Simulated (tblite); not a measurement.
# C3H8ClFSi: the cost of one run

Programs: tblite 0.8.0 and PySCF 2.14.0. All values are calculated, for the isolated system unless a continuum is named. Atoms count from 0, parts from 1.

## Step 1: Starting point

14 atoms, charge 0, multiplicity 1; geometry: distance geometry start.

## Step 2: Geometry optimisation with GFN2-xTB

The job: settings as JSON, then the geometry in Å.

```
{"job": {"kind": "relax", "xc": "GFN2-xTB", "basis": "xTB"}, "charge": 0, "multiplicity": 1}
C     -0.680216    -0.486135     0.027266
C     -1.994405     0.122987     0.531123
C      0.444224     0.483278     0.332999
Si     2.118170    -0.103391    -0.263809
F     -0.510174    -1.702512     0.561639
Cl    -0.782618    -0.693018    -1.743075
H     -2.741317    -0.675868     0.595872
H     -2.313298     0.874140    -0.230671
H     -1.848829     0.665231     1.486412
H      0.462169     0.688536     1.389962
H      0.193533     1.438132    -0.217616
H      2.987842     1.084826    -0.241981
H      2.657422    -1.173262     0.584774
H      1.964076    -0.600375    -1.617383
```

With the program's defaults for keys left out, this is: GFN2-xTB geometry optimisation, gas phase.

On the command line:

```sh
$ OMP_NUM_THREADS=1 python cluster_run.py task.json out
```

This one command runs all jobs of the session in turn.

Q: Estimate the wall time of this first job on 1 thread of Intel Xeon Platinum 8259CL at 2.50GHz, shared host.

About 4.4 s.
